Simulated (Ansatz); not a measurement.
# OsO in Ansatz: convergence with k mesh

OsO:

```
CELL_PARAMETERS angstrom
3.32112 0.00000 0.00000
-1.66056 2.87617 0.00000
0.00000 0.00000 4.65903
ATOMIC_POSITIONS crystal
Os 0.00000 0.00000 0.50000
O 0.00000 0.00000 0.00000
```

The cell was built by a generator and needn't be a form met in nature.

* Program: Ansatz 0.2.0
* Task: convergence study
* Functional: PBE
* Potentials or basis: Ansatz PAW
* Cutoff: 420 eV (not typed: the program's choice for these potentials)
* k mesh: 3 × 3 × 2
* Occupations: gaussian, width 0.05 eV
* Spin: spin-orbit coupling, no magnetisation

These are the settings of the first run; the series varies k mesh, with any setting tied to it.

Hardware: 2 threads of Arm Neoverse V2, on a shared host.

```csv
k mesh,"energy less the tightest run, at zero smearing (meV/atom)",pressure (GPa),SCF cycles,CPU time (s),peak memory (GiB)
3 × 3 × 2,166.80,-37.24,14,2.4,0.33
4 × 4 × 2,-24.89,-39.63,14,2.7,0.33
4 × 4 × 3,-40.92,-39.12,16,2.9,0.33
5 × 5 × 3,10.79,-38.62,11,2.7,0.34
7 × 7 × 4,1.56,-38.58,13,6.4,0.39
8 × 8 × 5,10.39,-38.52,14,8,0.39
10 × 10 × 7,-1.70,-38.62,11,12,0.43
13 × 13 × 8,-1.96,-38.65,11,21,0.51
15 × 15 × 9,0.00,-38.64,11,29,0.55
```

Against the tightest run, the pressure stays within 0.1 GPa from 10 × 10 × 7 on. Not settled before the last step: the energy (to 1 meV/atom). Meshes of other sizes hit other points, so gaps and Fermi surfaces needn't settle smoothly. The tightest run that finished is the yardstick and may itself not be fully converged.

Caveat, for the tightest run too: a pressure of tens of GPa on the cell as given is suspect, and the run, the potentials or the cell itself is likely at fault.
